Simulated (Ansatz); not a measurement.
# AlGaH (quartet): the correlation ladder at scale of all distances = 1.778, 6-31G

Aim: climb from Hartree-Fock through coupled cluster and multireference methods for AlGaH (quartet) at one geometry and basis, and see what each rung misses.

Program: Ansatz 0.2.0, Gaussian basis. Level of theory: 6-31G, core rule «outside noble gas», up to 19 orbitals frozen. These are calculated values, not measurements.

The runs, in order: UHF; CCSD(T) on ROHF; CCSD(T) on UHF; BCCD(T) on ROHF; CISD; CCSDT(Q) on ROHF; CCSDT(Q) on UHF; CASSCF and MRCISD+Q, 5 electrons in 5 orbitals; CASSCF and NEVPT2, 5 electrons in 5 orbitals; CASSCF and MRCISD+Q, 7 electrons in 9 orbitals; CASSCF and MRCISD+Q(relaxed), 7 electrons in 9 orbitals; CASSCF and NEVPT2, 7 electrons in 9 orbitals; Full CI; Full CI in the symmetry of the determinant.

12 further runs of the same task are left out: 8 that didn't finish, 4 set aside as unsound or not needed.

**1. The geometry**

The geometry derives from a PBE0/def2-TZVP stationary point (not a proven minimum). All distances are scaled together. No spin-orbit coupling is included. The filled d shell of Ga may be among the frozen orbitals whatever the setting's name suggests; the logs give the count.

3 atoms, charge 0, spin multiplicity 4.

Atoms are counted from 1 here; the program's logs count them from 0.

No contacts short enough for the rule that draws bonds.

**2. UHF**

in.yaml

```yaml
crystal:
  periodic: [false, false, false]
  atoms:
    - {symbol: Al, position_ang: [0.000000, 0.000000, 0.451434]}
    - {symbol: Ga, position_ang: [0.000000, 0.000000, -3.715487]}
    - {symbol: H, position_ang: [0.000000, 0.000000, 3.264052]}
basis:
  gaussian: {orbitals: 6-31G}
magnetization: {spin_polarized: true, initial_magnetization: 3}
hamiltonian: {xc: hf}
output: {orbitals: {seedname: orbitals}}
```

Started as:

```console
$ ansatz run in.yaml --threads 1 --pin off --events-out ev --progress --plain --max-ram 2393MiB
```

Further steps of the session: CCSD(T) on ROHF; CCSD(T) on UHF; BCCD(T) on ROHF; CISD; CCSDT(Q) on ROHF; CCSDT(Q) on UHF; CASSCF and MRCISD+Q, 5 electrons in 5 orbitals; CASSCF and NEVPT2, 5 electrons in 5 orbitals; CASSCF and MRCISD+Q, 7 electrons in 9 orbitals; CASSCF and MRCISD+Q(relaxed), 7 electrons in 9 orbitals; CASSCF and NEVPT2, 7 electrons in 9 orbitals; Full CI; Full CI in the symmetry of the determinant.

Q: Predict the results of all the runs planned. Wanted: FCI below the RHF energy; RMP2 from FCI; UMP2 from FCI; RCCSD from FCI; RCCSD(T) from FCI; UCCSD(T) from FCI; RCCSDT(Q) from FCI; UCCSDT(Q) from FCI; NEVPT2 pair from FCI.

**Answer**, as computed:

```
                         quantity                                                                                                                                        value
         FCI below the RHF energy                                                                                                                                   -1.7648 eV
                    RMP2 from FCI                                                                                                                                   +727.2 meV
                    UMP2 from FCI                                                                                                                                   +727.3 meV
                   RCCSD from FCI                                                                                                                                    +43.2 meV
                RCCSD(T) from FCI                                                                                                                                    +23.7 meV
                UCCSD(T) from FCI                                                                                                                                    +23.6 meV
               RCCSDT(Q) from FCI                                                                                                                                     +0.6 meV
               UCCSDT(Q) from FCI                                                                                                                                     +0.2 meV
             NEVPT2 pair from FCI                                                                                                                                   +629.7 meV
           MRCISD+Q pair from FCI                                                                                                                                     -1.8 meV
          NEVPT2 valence from FCI                                                                                                                                   +193.6 meV
levels within 1 kcal/mol (43 meV)  RCCSD, UCCSD, RCCSD(T), UCCSD(T), BCCD(T), RCCSDT, UCCSDT, RCCSDT(Q), UCCSDT(Q), MRCISD+Q pair, MRCISD+Q valence, MRCISD+Q(relaxed) valence
                    T1 diagnostic                                                                                                                                        0.039
   effectively unpaired electrons                                                                                                                                         3.11
```

RCCSD(T) lands +23.7 meV from the yardstick (1.3 % of the correlation energy). One determinant dominates. Of the multireference levels listed MRCISD+Q(relaxed) valence comes nearest in total energy (-0.9 meV), which doesn't show that its space is the better one. These misses are within one basis, not against nature; the frozen cores of restricted and unrestricted runs differ, which can shift their rows.
